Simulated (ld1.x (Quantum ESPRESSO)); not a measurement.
**Zirconium: generating and testing a TM potential**

Task: generate the file, and judge it by its errors in other configurations, its logarithmic derivatives, its ghosts and its cutoff.

The numbers are computed with ld1.x (Quantum ESPRESSO) 7.5 (PBE, scalar-relativistic, spin-unpolarised reference atom).

### 1 Settings

The settings as typed:

- element: zirconium (Zr, Z = 40)
- type: norm-conserving Troullier–Martins (Kleinman–Bylander form)
- frozen core: [Kr]
- valence charge: 4
- reference configuration: 4d2 5s0 5p0 (charge +2)
- partial waves: 5s (bound, empty): rc 2.30 bohr; 5p (bound, empty): rc 3.55 bohr; 4d (bound): rc 1.55 bohr
- local potential: all-electron potential smoothed inside 1.60 bohr (lloc = -1)
- core correction: Bessel-smoothed model core, default radius (core density twice the valence density)

The outer shells as boxes (Hund's rule for the drawing; the calculation is spin-unpolarised):

```
[Kr] core
4d [↑ ][↑ ][  ][  ][  ]
5s [  ]
5p [  ][  ][  ]
```

The nodes and maxima of the atom's own shells, from an earlier all-electron run, set the scale for the radii.

All-electron outer shells of the reference configuration (PBE, scalar-relativistic, ld1.x):

| shell | level (eV) | outermost node (bohr) | outermost maximum (bohr) |
| --- | --- | --- | --- |
| 4p | -46.92 | 0.56 | 1.17 |
| 4d | -17.30 | 0.58 | 1.57 |
| 5s | -16.04 | 1.45 | 2.85 |
| 5p | -11.67 | 1.66 | 3.44 |
| 4f | -4.34 | – | 5.40 |

### 2 The generation run

File Zr.in:

```
 &input
   title='Zr', zed=40., rel=1, dft='PBE', iswitch=3,
   config='[Kr] 4d2 5s0 5p0',
   nld=3, rlderiv=3.85, eminld=-3.0, emaxld=5.0, deld=0.02
 /
 &inputp
   pseudotype=2, tm=.true., lloc=-1, rcloc=1.60,
   nlcc=.true., new_core_ps=.true.,
   file_pseudopw='Zr.UPF', file_wfcaegen='ae.wfc', file_wfcncgen='nc.wfc', file_beta='beta', file_chi='chi'
 /
3
5S  1  0   0.00   0.00  2.30  2.30  0.0
5P  2  1   0.00   0.00  3.55  3.55  0.0
4D  3  2   2.00   0.00  1.55  1.55  0.0
 &test
   configts(1)='4d2 5s0 5p0'
 /
```

Launch:

```
ld1.x < Zr.in > Zr.out
```

The output, Zr.out (without the banner and most projector matrices):

```text
     Program LD1 v.7.5
     --------------------------- All-electron run ----------------------------

     Zr
     scalar relativistic calculation

     atomic number is 40.00
     dft =PBE   lsd =0 sic =0 latt =0  beta=0.20 tr2=1.0E-14
     Exchange-correlation= PBE
                           (   1   4   3   4   0   0   0)
     mesh =1225 r(mesh) = 100.59681 a.u. xmin = -7.00 dx = 0.01250
     1 Ry =  13.60569312 eV, c = 137.03599908

     n l     nl                  e(Ry)          e(Ha)          e(eV)
     1 0     1S 1( 2.00)     -1311.2051      -655.6026    -17839.8542
     2 0     2S 1( 2.00)      -182.6007       -91.3004     -2484.4096
     2 1     2P 1( 6.00)      -162.9487       -81.4744     -2217.0302
     3 0     3S 1( 2.00)       -30.8206       -15.4103      -419.3354
     3 1     3P 1( 6.00)       -24.4178       -12.2089      -332.2206
     4 0     4S 1( 2.00)        -5.0705        -2.5352       -68.9872
     4 1     4P 1( 6.00)        -3.4485        -1.7243       -46.9195
     3 2     3D 1(10.00)       -13.9104        -6.9552      -189.2605
     4 2     4D 1( 2.00)        -1.2715        -0.6358       -17.2999
     5 0     5S 1( 0.00)        -1.1788        -0.5894       -16.0385
     5 1     5P 1( 0.00)        -0.8576        -0.4288       -11.6678

     final scf error:  3.9E-15 reached in  31 iterations

     Etot =   -7195.591120 Ry,   -3597.795560 Ha,  -97901.004619 eV

     Ekin =    7398.721192 Ry,    3699.360596 Ha,  100664.730040 eV
     Encl =  -17285.611708 Ry,   -8642.805854 Ha, -235182.728340 eV
     Eh   =    2918.442314 Ry,    1459.221157 Ha,   39707.430524 eV
     Exc  =    -227.142918 Ry,    -113.571459 Ha,   -3090.436844 eV

     normalization and overlap integrals

     s(1S/1S) =  1.000000  <r> =   0.0371  <r2> =    0.0019  r(max) =   0.0241
     s(2S/2S) =  1.000000  <r> =   0.1626  <r2> =    0.0312  r(max) =   0.1368
     s(2P/2P) =  1.000000  <r> =   0.1417  <r2> =    0.0245  r(max) =   0.1093
     s(3S/3S) =  1.000000  <r> =   0.4584  <r2> =    0.2410  r(max) =   0.4060
     s(3P/3P) =  1.000000  <r> =   0.4621  <r2> =    0.2488  r(max) =   0.4010
     s(4S/4S) =  1.000000  <r> =   1.2122  <r2> =    1.6658  r(max) =   1.0764
     s(4P/4P) =  1.000000  <r> =   1.3634  <r2> =    2.1296  r(max) =   1.1748
     s(3D/3D) =  1.000000  <r> =   0.4525  <r2> =    0.2477  r(max) =   0.3495
     s(4D/4D) =  1.000000  <r> =   2.0090  <r2> =    4.8103  r(max) =   1.5662
     s(5S/5S) =  1.000000  <r> =   3.1918  <r2> =   11.4278  r(max) =   2.8537
     s(5P/5P) =  1.000000  <r> =   3.8181  <r2> =   16.3627  r(max) =   3.4422

     ------------------------ End of All-electron run ------------------------

     --------------------- Generating NC pseudopotential ---------------------

      Generating local potential from pseudized AE potential:
      Matching radius rcloc =   1.6000

      Local pseudo, rcloc= 1.586 Estimated cut-off energy=     9.48 Ry

      Computing core charge for nlcc:

       r > 2.04 : true rho core
      Core charge pseudized with two Bessel functions
      Integrated core pseudo-charge :   9.42

      Wfc   5S  rcut= 2.307  Using Troullier-Martins method

      Wfc   5P  rcut= 3.529  Using Troullier-Martins method

      Wfc   4D  rcut= 1.547  Using Troullier-Martins method

     ------------------- End of pseudopotential generation -------------------

     [... the all-electron block is printed once more ...]


     Computing logarithmic derivative in   3.82818
     Computing logarithmic derivative in   3.82818
     Computing the partial wave expansion
     R is outside the sphere for l=    0 j= 0.00
     R is outside the sphere for l=    1 j= 0.00
     R is outside the sphere for l=    2 j= 0.00

     ---------------------- Testing the pseudopotential ----------------------

     Zr
     scalar relativistic calculation

     atomic number is 40.00   valence charge is  4.00
     dft =PBE   lsd =0 sic =0 latt =0  beta=0.20 tr2=1.0E-14
     mesh =1225 r(mesh) = 100.59681 xmin = -7.00 dx = 0.01250

     n l     nl             e AE (Ry)        e PS (Ry)    De AE-PS (Ry)
     3 2     4D   1( 2.00)       -1.27152       -1.27150       -0.00001
     1 0     5S   1( 0.00)       -1.17881       -1.17881       -0.00000
     2 1     5P   1( 0.00)       -0.85757       -0.85757        0.00000

     eps = 7.3E-18  iter =  4

     Etot =   -7195.591120 Ry,   -3597.795560 Ha,  -97901.004619 eV
     Etotps =   -15.671554 Ry,      -7.835777 Ha,    -213.222350 eV

     Ekin =       6.309359 Ry,       3.154680 Ha,      85.843204 eV
     Encl =     -10.681616 Ry,      -5.340808 Ha,    -145.330785 eV
     Ehrt =       1.801267 Ry,       0.900634 Ha,      24.507489 eV
     Ecxc =     -13.373659 Ry,      -6.686829 Ha,    -181.957900 eV
     (Ecc =     -11.405646 Ry,      -5.702823 Ha,    -155.181715 eV)
     Epseu=       0.273095 Ry,       0.136547 Ha,       3.715642 eV

     ---------------------- End of pseudopotential test ----------------------
```

Wall time 1.1 s (1 thread of Neoverse-V2, shared host). (Generation and the later configuration tests together.)

All-electron and pseudo partial waves u(r) = r·R(r), from the program's wave files:

```tsv
r (bohr)	5p AE	5p PS	5s AE	5s PS
0.178	0.0163	0.0023	-0.0274	0.0611
0.355	0.1699	0.0093	0.2039	0.1146
0.533	0.0198	0.0210	0.0023	0.1554
0.710	-0.1665	0.0375	-0.2326	0.1805
0.888	-0.2740	0.0593	-0.3324	0.1929
1.065	-0.2913	0.0863	-0.3000	0.1989
1.243	-0.2406	0.1190	-0.1829	0.2076
1.420	-0.1492	0.1571	-0.0288	0.2273
1.598	-0.0379	0.2008	0.1316	0.2660
1.775	0.0768	0.2491	0.2774	0.3281
1.953	0.1867	0.3013	0.4009	0.4112
2.130	0.2852	0.3551	0.4975	0.4980
2.308	0.3705	0.4088	0.5688	0.5688
2.485	0.4405	0.4591	0.6161	0.6161
2.662	0.4960	0.5036	0.6428	0.6428
2.840	0.5378	0.5402	0.6523	0.6523
3.018	0.5667	0.5673	0.6477	0.6477
3.195	0.5841	0.5842	0.6321	0.6321
3.373	0.5914	0.5914	0.6079	0.6079
3.550	0.5901	0.5901	0.5778	0.5778
3.728	0.5816	0.5816	0.5434	0.5434
3.905	0.5673	0.5673	0.5066	0.5066
4.083	0.5480	0.5480	0.4685	0.4685
4.260	0.5253	0.5253	0.4304	0.4304
4.438	0.4997	0.4997	0.3927	0.3927
4.615	0.4724	0.4724	0.3565	0.3565
```

### 3 Configuration tests

File Zr.test.in:

```
 &input
   title='Zr', zed=40., rel=1, dft='PBE', iswitch=2,
   config='[Kr] 4d2 5s0 5p0'
 /
 &test
   file_pseudo='Zr.UPF', nconf=8,
   configts(1)='4d2 5s0 5p0',
   configts(2)='4d2 5s2 5p0',
   configts(3)='4d2 5s1 5p0',
   configts(4)='4d1 5s0 5p0',
   configts(5)='4d1 5s2 5p1',
   configts(6)='4d2 5s1.5 5p0',
   configts(7)='4d2 5s0 5p1',
   configts(8)='4d1 5s2 5p0'
 /
```

Launch:

```
ld1.x < Zr.test.in > Zr.test.out
```

Zr.test.out, the pseudopotential blocks, each with the warnings that came before it:

```text
     ---------------------- Testing the pseudopotential ----------------------

     Zr
     scalar relativistic calculation

     atomic number is 40.00   valence charge is  4.00
     dft =PBE   lsd =0 sic =0 latt =0  beta=0.20 tr2=1.0E-14
     mesh =1225 r(mesh) = 100.59681 xmin = -7.00 dx = 0.01250

     n l     nl             e AE (Ry)        e PS (Ry)    De AE-PS (Ry)
     3 2     4D   1( 2.00)       -1.27152       -1.27150       -0.00001
     1 0     5S   1( 0.00)       -1.17881       -1.17881       -0.00000
     2 1     5P   1( 0.00)       -0.85757       -0.85757        0.00000

     eps = 2.0E-18  iter =  4

     Etot =   -7195.591120 Ry,   -3597.795560 Ha,  -97901.004620 eV
     Etotps =   -15.671554 Ry,      -7.835777 Ha,    -213.222350 eV

     Ekin =       6.309359 Ry,       3.154680 Ha,      85.843204 eV
     Encl =     -10.681616 Ry,      -5.340808 Ha,    -145.330785 eV
     Ehrt =       1.801267 Ry,       0.900634 Ha,      24.507489 eV
     Ecxc =     -13.373659 Ry,      -6.686829 Ha,    -181.957900 eV
     (Ecc =     -11.405646 Ry,      -5.702823 Ha,    -155.181715 eV)
     Epseu=       0.273095 Ry,       0.136547 Ha,       3.715642 eV

     ---------------------- End of pseudopotential test ----------------------

     ---------------------- Testing the pseudopotential ----------------------

     Zr
     [...]
     n l     nl             e AE (Ry)        e PS (Ry)    De AE-PS (Ry)
     3 2     4D   1( 2.00)       -0.26451       -0.26541        0.00090
     1 0     5S   1( 2.00)       -0.32628       -0.32631        0.00003
     2 1     5P   1( 0.00)       -0.10799       -0.10867        0.00068

     eps = 8.5E-15  iter =  9

     Etot =   -7197.066779 Ry,   -3598.533389 Ha,  -97921.081979 eV
     Etotps =   -17.146643 Ry,      -8.573321 Ha,    -233.291957 eV
     dEtot_ae =      -1.475659 Ry
     dEtot_ps =      -1.475089 Ry,   Delta E=      -0.000570 Ry

     [...]
     ---------------------- End of pseudopotential test ----------------------

     ---------------------- Testing the pseudopotential ----------------------

     Zr
     [...]
     n l     nl             e AE (Ry)        e PS (Ry)    De AE-PS (Ry)
     3 2     4D   1( 2.00)       -0.73368       -0.73265       -0.00103
     1 0     5S   1( 1.00)       -0.73090       -0.73035       -0.00054
     2 1     5P   1( 0.00)       -0.46021       -0.46063        0.00042

     eps = 7.1E-16  iter =  7

     Etot =   -7196.542213 Ry,   -3598.271106 Ha,  -97913.944892 eV
     Etotps =   -16.622229 Ry,      -8.311115 Ha,    -226.156949 eV
     dEtot_ae =      -0.951093 Ry
     dEtot_ps =      -0.950675 Ry,   Delta E=      -0.000417 Ry

     [...]
     ---------------------- End of pseudopotential test ----------------------

     Warning: n=2, l=1 expected 0 nodes, found 1
     ---------------------- Testing the pseudopotential ----------------------

     Zr
     [...]
     n l     nl             e AE (Ry)        e PS (Ry)    De AE-PS (Ry)
     3 2     4D   1( 1.00)       -2.07285       -2.11182        0.03897  !
     1 0     5S   1( 0.00)       -1.78561       -1.79938        0.01377  !
     2 1     5P   1( 0.00)       -1.39421       -1.60733        0.21312  !

     eps = 4.3E-15  iter =  5

     Etot =   -7193.928092 Ry,   -3596.964046 Ha,  -97878.377969 eV
     Etotps =   -13.991601 Ry,      -6.995800 Ha,    -190.365424 eV
     dEtot_ae =       1.663028 Ry
     dEtot_ps =       1.679953 Ry,   Delta E=      -0.016925 Ry

     [...]
     ---------------------- End of pseudopotential test ----------------------

     ---------------------- Testing the pseudopotential ----------------------

     Zr
     [...]
     n l     nl             e AE (Ry)        e PS (Ry)    De AE-PS (Ry)
     3 2     4D   1( 1.00)       -0.46545       -0.49011        0.02466  !
     1 0     5S   1( 2.00)       -0.43155       -0.43321        0.00166
     2 1     5P   1( 1.00)       -0.17665       -0.17432       -0.00232

     eps = 5.6E-16  iter =  9

     Etot =   -7196.846042 Ry,   -3598.423021 Ha,  -97918.078696 eV
     Etotps =   -16.914547 Ry,      -8.457273 Ha,    -230.134133 eV
     dEtot_ae =      -1.254922 Ry
     dEtot_ps =      -1.242993 Ry,   Delta E=      -0.011928 Ry

     [...]
     ---------------------- End of pseudopotential test ----------------------

     ---------------------- Testing the pseudopotential ----------------------

     Zr
     [...]
     n l     nl             e AE (Ry)        e PS (Ry)    De AE-PS (Ry)
     3 2     4D   1( 2.00)       -0.48960       -0.48948       -0.00012
     1 0     5S   1( 1.50)       -0.52268       -0.52247       -0.00021
     2 1     5P   1( 0.00)       -0.27730       -0.27797        0.00067

     eps = 7.7E-15  iter =  8

     Etot =   -7196.855127 Ry,   -3598.427563 Ha,  -97918.202303 eV
     Etotps =   -16.934995 Ry,      -8.467497 Ha,    -230.412341 eV
     dEtot_ae =      -1.264006 Ry
     dEtot_ps =      -1.263441 Ry,   Delta E=      -0.000565 Ry

     [...]
     ---------------------- End of pseudopotential test ----------------------

     ---------------------- Testing the pseudopotential ----------------------

     Zr
     [...]
     n l     nl             e AE (Ry)        e PS (Ry)    De AE-PS (Ry)
     3 2     4D   1( 2.00)       -0.80483       -0.80860        0.00377
     1 0     5S   1( 0.00)       -0.77878       -0.77884        0.00005
     2 1     5P   1( 1.00)       -0.50340       -0.50331       -0.00009

     eps = 1.0E-15  iter =  7

     Etot =   -7196.269130 Ry,   -3598.134565 Ha,  -97910.229412 eV
     Etotps =   -16.349580 Ry,      -8.174790 Ha,    -222.447372 eV
     dEtot_ae =      -0.678010 Ry
     dEtot_ps =      -0.678027 Ry,   Delta E=       0.000017 Ry

     [...]
     ---------------------- End of pseudopotential test ----------------------

     ---------------------- Testing the pseudopotential ----------------------

     Zr
     [...]
     n l     nl             e AE (Ry)        e PS (Ry)    De AE-PS (Ry)
     3 2     4D   1( 1.00)       -0.88850       -0.90666        0.01816  !
     1 0     5S   1( 2.00)       -0.81192       -0.81175       -0.00017
     2 1     5P   1( 0.00)       -0.51719       -0.51255       -0.00463

     eps = 4.2E-15  iter =  7

     Etot =   -7196.503510 Ry,   -3598.251755 Ha,  -97913.418318 eV
     Etotps =   -16.575434 Ry,      -8.287717 Ha,    -225.520263 eV
     dEtot_ae =      -0.912390 Ry
     dEtot_ps =      -0.903880 Ry,   Delta E=      -0.008510 Ry

     [...]
     ---------------------- End of pseudopotential test ----------------------
```

Energies count from the reference configuration 4d2 5s0 5p0; the error is all-electron less pseudo. A star marks tests that logged a warning.

```csv
valence configuration,charge,ΔE all-electron (eV),error AE − PS (meV)
4d2 5s2 5p0,0,-20.077,-7.8
4d2 5s1 5p0,+1,-12.940,-5.7
4d1 5s0 5p0 *,+3,22.627,-230
4d1 5s2 5p1,0,-17.074,-162
4d2 5s1.5 5p0,+0.5,-17.198,-7.7
4d2 5s0 5p1,+1,-9.225,+0.2
4d1 5s2 5p0,+1,-12.414,-116
```

### 4 Scattering by logarithmic derivatives

Taken from the files of the generation run. The phase is arctan(r·u′/u) with u = r·R, unwrapped, with energies in Ry. A pole is an energy at which the radial function vanishes at the test radius. The pseudo phase is shifted by a multiple of π to meet the all-electron one at the reference energy. Levels narrower than the energy grid can be missing from the poles. The last column is the largest difference on the grid between −1 and +1 Ry.

| channel | radius (bohr) | reference (Ry) | poles AE | poles PS | window around the reference with phases within 0.05 rad (Ry) | largest difference near zero (rad) |
| --- | --- | --- | --- | --- | --- | --- |
| s | 3.83 | -1.18 | -0.58, 3.37 | -0.60, 1.36, 4.98 | below 0.1 | 2.196 |
| p | 3.83 | -0.86 | 0.10, 4.20 | 0.05, 3.02 | below 0.7 | 0.063 |
| d | 3.83 | -1.27 | -1.17, 1.45 | -1.17, 1.44 | below 3.0 | 0.009 |

Phases (rad) along the scan:

```tsv
E (Ry)	s AE	s PS	d AE	d PS
-3.00	1.362	1.362	1.389	1.389
-2.52	1.318	1.317	1.362	1.362
-2.04	1.222	1.220	1.314	1.314
-1.56	0.820	0.815	1.143	1.143
-1.08	-1.214	-1.214	-1.681	-1.681
-0.60	-1.565	-1.572	-1.934	-1.934
-0.12	-1.688	-1.715	-2.583	-2.588
0.36	-1.815	-1.996	-4.245	-4.249
0.84	-2.137	-4.333	-4.578	-4.580
1.32	-3.766	-4.700	-4.691	-4.693
1.80	-4.439	-4.845	-4.764	-4.767
2.28	-4.589	-5.138	-4.841	-4.846
2.76	-4.658	-7.050	-4.978	-4.994
3.24	-4.702	-7.625	-5.620	-5.782
3.72	-4.739	-7.744	-7.410	-7.462
4.20	-4.775	-7.799	-7.682	-7.696
4.68	-4.821	-7.835	-7.768	-7.777
```

### 5 Cutoff and ghost test in a Bessel basis

This step uses the generator's waves and projectors in a separate script. Basis: spherical Bessel functions vanishing at 20 bohr, q² up to the cutoff; potential fixed at the reference.

All-electron valence levels (Ry): 5s -1.1788, 5p -0.8576, 4d -1.2715. The lowest levels of each channel (Ry) by cutoff; the last column sums, over occupied levels, occupation times the distance from the level at 400 Ry. A positive value at high cutoff is not a bound level.

```tsv
cutoff (Ry)	s #1	s #2	p #1	p #2	d #1	f #1	Σ f·Δε (mRy)
8	-3.4424	-1.1357	-0.8588	-0.7232	-1.0140	-0.3155	515.0
12	-5.0185	-1.1730	-1.7974	-0.8575	-1.1397	-0.3168	263.7
21	-5.8724	-1.1772	-2.7413	-0.8576	-1.2469	-0.3176	49.1
30	-5.9766	-1.1783	-2.9739	-0.8576	-1.2663	-0.3178	10.4
35	-6.0053	-1.1783	-3.0092	-0.8576	-1.2697	-0.3179	3.6
45	-6.0285	-1.1786	-3.0275	-0.8576	-1.2713	-0.3179	0.5
55	-6.0320	-1.1786	-3.0304	-0.8576	-1.2715	-0.3179	0.1
400	-6.0322	-1.1788	-3.0312	-0.8576	-1.2715	-0.3179	0.0
```

The sum stays within 10 mRy from 35 Ry and within 1 mRy from 45 Ry. The sum leaves out empty levels, which can need more. Ghost test: ghost states, bound below the all-electron valence or empty levels of the same l: s at -82.1 eV, p at -41.2 eV.

### 6 Summary of results

```
                                                quantity                                                   value
               cutoffs for 10 and 1 mRy, occupied levels                                         35 Ry and 45 Ry
                                            bound ghosts                          s at -82.07 eV, p at -41.24 eV
                            largest test error (AE − PS)  -230 meV, for 4d1 5s0 5p0 (this test logged a warning)
largest phase difference near zero energy, channels read                                               2.196 rad
```

In words: It has a bound ghost (s, p), a state that the atom doesn't have, and that rules the file out. By total energies transferability is poor: the largest error is 230 meV on 22.6 eV, for 4d1 5s0 5p0. By its cutoff, 35 Ry for the looser tolerance, it is soft on the atom at that tolerance. Near zero energy the largest phase difference among the channels read is 2.20 rad, in the s channel. The pseudo curves have a pole with no partner nearby in the atom's: s at 1.36 Ry. At positive energy that is a spurious or a displaced resonance. These are tests on the free atom; a crystal test is still owed.
